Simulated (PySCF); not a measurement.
# Si: excitation energy in dyall-acv3z

Aim: the excitation energy of silicon from differences of total energies, at each level of theory, and how far each lands from the tabulated value where there is one.

Method: unrestricted determinants in a Gaussian basis, no spin-orbit coupling in the energies. Code: PySCF 2.14.0.

## Step 1: What is computed

```
Element                                   : silicon (Z = 14)
Basis                                     : dyall-acv3z (19s12p6d4f, 113 functions)
Hamiltonian                               : the spin-free X2C one-electron Hamiltonian (Gaussian nucleus)
State 1                                   : Si: [Ne] 3s2 3p1 4s1, high-spin 3P determinant (an excited configuration)
Needed too, but not shown                 : Si [Ne] 3s2 3p2 (3P)
Methods                                   : CCSD(T)
Core shells frozen in the correlated runs : valence and next inner shell: 1s2 (for Si)
```

Outer shells as boxes (Hund's rule):

Si [Ne] 3s2 3p1 4s1
```
[Ne] core
3s [↑↓]
3p [↑ ][  ][  ]
4s [↑ ]
```

The runs were made by one driver on top of PySCF. The scripts below sum up each run's settings (the driver also hands on starting orbitals that pick excited configurations, and frozen orbitals as a list rather than a count), and the logs come from the driver's own runs. The driver starts from symmetry-adapted Hartree-Fock orbitals, holds the occupation by maximum overlap and uses a logarithmic radial grid for functionals, so a plain start would take other cycles.

The integrals over 113 functions and the set-up took 0.99 s of CPU time.

## Step 2: Si [Ne] 3s2 3p1 4s1: CCSD(T) (valence and next inner shell)

**CCSD(T) (valence and next inner shell)**

input.py

```python
from pyscf import gto, scf, dft, mp, cc
import basis_set_exchange as bse
mol = gto.M(atom="Si 0 0 0", charge=0, spin=2, symmetry="D2h",
            basis=gto.basis.parse(bse.get_basis("dyall-acv3z", elements=["Si"], fmt="nwchem")),
            nucmod="G")
mf = scf.UHF(mol).sfx2c1e()
mf.irrep_nelec = {'Ag': (4, 3), 'B1u': (1, 1), 'B2u': (2, 1), 'B3u': (1, 1)}
mf.kernel()
mycc = cc.CCSD(mf, frozen=1).run()
mycc.ccsd_t()
```

What does the calculation give?

As calculated:

| quantity | value |
| --- | --- |
| excitation energy, Si → [Ne] 3s2 3p1 4s1 | UHF 4.711, CCSD(T) (valence and next inner shell) 4.934 eV |

Accuracy by level (over 1 difference):

```csv
method,mean absolute miss against CCSD(T) (valence and next inner shell) (eV)
UHF,0.223
MP2 (valence and next inner shell),0.020
SCS-MP2 (valence and next inner shell),0.056
CCSD (valence and next inner shell),0.010
CCSD(T) (valence and next inner shell),0.000
```

**Reading.** The methods span 0.223 eV, from UHF (4.711) to CCSD(T) (valence and next inner shell) (4.934). No reference value is at hand in this session. The basis is finite, and no extrapolation was made.
